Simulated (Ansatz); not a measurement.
# LuSe: the cost of one run

Method: DFT PBEsol, scalar-relativistic, in Ansatz 0.2.0.

### 1 The structure to begin with

The structure is cubic, space group Fm-3m (No. 225). Conventional cell: a = 5.576 Å, b = 5.576 Å, c = 5.576 Å, α = 90.00°, β = 90.00°, γ = 90.00°. Lu (site symmetry m-3m) is surrounded by 6 Se at 2.79 Å. Around Se (site symmetry m-3m) lie 6 Lu at 2.79 Å.

Coordinates:

```
Lu Se
1.0
     0.00000    2.78800    2.78800
     2.78800    0.00000    2.78800
     2.78800    2.78800    0.00000
Lu Se
1 1
Direct
  0.00000 0.00000 0.00000
  0.50000 0.50000 0.50000
```

Atoms are numbered in the order of the input: Lu1, Se2.

### 2 After the deformation

Space group Fm-3m before, R-3m after.

### 3 All-electron LAPW

Contents of input.yaml:

```yaml
crystal:
  lattice:
    - [0.02788, 2.80194, 2.80194]
    - [2.80194, 0.02788, 2.80194]
    - [2.80194, 2.80194, 0.02788]
  atoms:
    - { symbol: Lu, position: [0.0, 0.0, 0.0] }
    - { symbol: Se, position: [0.5, 0.5, 0.5] }
kpoints:
  mp_grid: { grid: [9, 9, 9] }
  band_path:
    path:
      - [0.0, 0.0, 0.0]
      - [0.5, 0.5, 0.5]
      - [0.247543133, 0.5, 0.752456867]
      - [-0.247543133, 0.247543133, 0.5]
      - [0.0, 0.0, 0.5]
      - [0.0, 0.0, 0.0]
      - [-0.3737715665, 0.0, 0.3737715665]
      - [0.0, 0.3737715665, 0.6262284335]
      - [0.0, 0.5, 0.5]
    npoints: 5
scf:
  occupations: { method: fermi_dirac, width: 0.02 }
hamiltonian:
  xc: pbesol
  pseudopotentials: { kind: all_electron, lapw: { basis_error: 0.001 } }
output:
  forces: true
  stress: true
  eigenvalues: true
```

The run is started by

```sh
ansatz run input.yaml --threads 1 --pin off --max-ram 3072MiB --backend cpu --events-out ev --progress --plain --runs-dir out
```

**Question.** How long does this run take on 1 thread of Intel Xeon 6975P-C (Granite Rapids), shared host, and how much memory does it need?

About 22 s, with a peak of 0.53 GiB.
